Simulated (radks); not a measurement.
**Cs⁺ in [Xe]: an all-electron calculation**

An exercise on one series of results from a longer session: the logs are not shown, and one member is left open.

Program: radks (a radial shooting solver on a logarithmic mesh, Libxc functionals) version 1. Level of theory: Dirac Kohn-Sham, PBE, spin-unpolarised, spherical densities, point nucleus. These are calculated values, not measurements, unless marked.

## The atom as given

| Item | Value |
| --- | --- |
| element | caesium (Z = 55) |
| charge | +1 |
| electrons | 54 |
| configuration | [Xe] |

Outer shells as boxes (Hund's rule):

Cs⁺
```
[Kr] core
4d [↑↓][↑↓][↑↓][↑↓][↑↓]
5s [↑↓]
5p [↑↓][↑↓][↑↓]
```

The first run:

The run's settings:

```text
Z 55
configuration [Xe] 6s0 4f0
relativity Dirac
functional pbe,pbe
spin unpolarised
j_filling energy
nucleus point
c 137.035999084
```

Among the steps run: Self-consistent calculation.

One of the session's tables, all rows but one given; the rest of the session is left out.

It belongs to the step «Orbitals and density». Sizes of the orbitals, from the radial functions (bohr):

| level | <r> | outermost maximum (interpolated) | 90 % within | nodes |
| --- | --- | --- | --- | --- |
| 1s1/2 | 0.02611 | 0.0168 | 0.0470 | 0 |
| 2s1/2 | 0.1117 | 0.0950 | 0.173 | 1 |
| 2p1/2 | 0.09403 | 0.0727 | 0.154 | 0 |
| 2p3/2 | 0.09992 | 0.0777 | 0.162 | 0 |
| 3s1/2 | 0.2987 | 0.273 | 0.439 | 2 |
| 3p1/2 | 0.2887 | 0.259 | 0.434 | 1 |
| 3p3/2 | ? | ? | ? | ? |
| 3d3/2 | 0.2714 | 0.219 | 0.426 | 0 |
| 3d5/2 | 0.2751 | 0.222 | 0.431 | 0 |
| 4s1/2 | 0.6947 | 0.643 | 1.000 | 3 |
| 4p1/2 | 0.7206 | 0.657 | 1.05 | 2 |
| 4p3/2 | 0.7481 | 0.681 | 1.09 | 2 |
| 4d3/2 | 0.8307 | 0.716 | 1.26 | 1 |
| 4d5/2 | 0.8411 | 0.724 | 1.27 | 1 |
| 5s1/2 | 1.739 | 1.55 | 2.52 | 4 |
| 5p1/2 | 2.009 | 1.73 | 2.96 | 3 |
| 5p3/2 | 2.101 | 1.80 | 3.10 | 3 |

Q: Estimate the row for 3p3/2 from the others.

**Answer.** <r>: 0.3005; outermost maximum (interpolated): 0.270; 90 % within: 0.451; nodes: 1. In the column «<r>» it lies between 3s1/2 (0.2987) and 4s1/2 (0.6947).
